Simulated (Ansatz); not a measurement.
# C3H5OSi radical: a ladder of functionals and wavefunction methods

The task here is to estimate one member of a computed series from the others.

The runs use Ansatz 0.2.0, Gaussian basis; functionals in def2-TZVPP, the program's frozen cores in correlated methods.

Plan: LDA (SPW92), PBE-D4, revPBE-D4, BLYP-D4, r2SCAN-D4, B97M-V, PBE0-D4, B3LYP-D4, r2SCANh-D4, r2SCAN0-D4, HSE06-D4, BHLYP-D4, CAM-B3LYP-D4, LC-ωPBE, ωB97X-V, ωB97M-V, B2PLYP, PBE-QIDH; CCSD(T)/def2-SVP; MP2/def2-TZVPP; MP2/def2-QZVPP; RPA on PBE.

1 further run of the same task is left out (it didn't finish).

## Structure used throughout

An earlier PBE0-D4 in a triple-zeta def2 set relaxation fixed the geometry.

10 atoms, charge 0, spin multiplicity 2.

Atoms are counted from 1 here; the program's logs count them from 0.

Bond lengths: C1–C2 1.213 Å, C2–Si3 1.835 Å, Si3–O4 1.632 Å, Si3–H6 1.485 Å, Si3–H7 1.476 Å, O4–C5 1.411 Å, C5–H8 1.091 Å, C5–H9 1.096 Å, C5–H10 1.095 Å. Angles: C1–C2–Si3 178.5°, C2–Si3–O4 110.6°, C2–Si3–H6 106.5°, C2–Si3–H7 109.3°, O4–Si3–H6 111.5°, O4–Si3–H7 106.9°, H6–Si3–H7 111.9°, Si3–O4–C5 123.5°, O4–C5–H8 108.0°, O4–C5–H9 111.4°, O4–C5–H10 111.1°, H8–C5–H9 108.6°, H8–C5–H10 108.8°, H9–C5–H10 108.8°.

Geometry (Å):

```csv
atom,x (Å),y (Å),z (Å)
C1,1.3682,-2.6470,0.6124
C2,1.3045,-1.4723,0.3153
Si3,1.1721,0.3091,-0.1042
O4,-0.2744,0.6335,-0.7865
C5,-1.5095,0.3970,-0.1455
H6,1.3552,1.0574,1.1656
H7,2.2047,0.6548,-1.1012
H8,-2.3040,0.7588,-0.7991
H9,-1.5726,0.9293,0.8103
H10,-1.6611,-0.6718,0.0361
```

The first run:

The input, in.yaml:

```yaml
crystal:
  periodic: [false, false, false]
  atoms:
    - {symbol: C, position_ang: [1.368221, -2.646978, 0.612424]}
    - {symbol: C, position_ang: [1.304450, -1.472285, 0.315265]}
    - {symbol: Si, position_ang: [1.172110, 0.309115, -0.104237]}
    - {symbol: O, position_ang: [-0.274394, 0.633489, -0.786463]}
    - {symbol: C, position_ang: [-1.509510, 0.396983, -0.145515]}
    - {symbol: H, position_ang: [1.355205, 1.057360, 1.165593]}
    - {symbol: H, position_ang: [2.204720, 0.654758, -1.101237]}
    - {symbol: H, position_ang: [-2.303987, 0.758846, -0.799108]}
    - {symbol: H, position_ang: [-1.572596, 0.929319, 0.810252]}
    - {symbol: H, position_ang: [-1.661119, -0.671805, 0.036129]}
basis:
  gaussian: {orbitals: def2-TZVPP}
magnetization: {spin_polarized: true, initial_magnetization: 1}
hamiltonian: {xc: lda}
output: {orbitals: {seedname: orbitals}}
```

Steps of the session up to this table: LDA; PBE-D4 (GGA); revPBE-D4 (GGA); BLYP-D4 (GGA); r2SCAN-D4 (meta-GGA); B97M-V (meta-GGA); PBE0-D4 (hybrid); B3LYP-D4 (hybrid); r2SCANh-D4 (hybrid); r2SCAN0-D4 (hybrid); HSE06-D4 (hybrid); BHLYP-D4 (hybrid); CAM-B3LYP-D4 (range-separated); LC-ωPBE-D4 (range-separated; the results give it without D4); ωB97X-V (range-separated); ωB97M-V (range-separated); B2PLYP (double hybrid); PBE-QIDH (double hybrid).

One of the session's tables, all rows but one given; the rest of the session is left out.

It belongs to the step «Orbital energies across the functionals». 

| functional | HOMO (eV) | LUMO (eV) | gap (eV) |
| --- | --- | --- | --- |
| LDA (SPW92) | -7.12 | -6.61 | 0.51 |
| PBE-D4 | ? | ? | ? |
| revPBE-D4 | -6.98 | -5.95 | 1.03 |
| BLYP-D4 | -6.88 | -6.23 | 0.65 |
| r2SCAN-D4 | -7.29 | -5.37 | 1.92 |
| B97M-V | -7.33 | -5.91 | 1.42 |
| PBE0-D4 | -8.31 | -4.79 | 3.53 |
| B3LYP-D4 | -8.09 | -5.41 | 2.68 |
| r2SCANh-D4 | -7.77 | -4.92 | 2.85 |
| r2SCAN0-D4 | -8.47 | -4.24 | 4.23 |
| HSE06-D4 | -7.91 | -5.19 | 2.72 |
| BHLYP-D4 | -9.42 | -3.73 | 5.70 |
| CAM-B3LYP-D4 | -9.70 | -3.89 | 5.81 |
| LC-ωPBE | -11.11 | -2.05 | 9.05 |
| ωB97X-V | -10.72 | -2.95 | 7.77 |
| ωB97M-V | -10.56 | -2.98 | 7.58 |

Q: Estimate the row for PBE-D4 from the others.

The run gave: HOMO (eV): -7.03; LUMO (eV): -6.12; gap (eV): 0.92. In the column «HOMO (eV)» it lies between LDA (SPW92) (-7.12) and revPBE-D4 (-6.98).
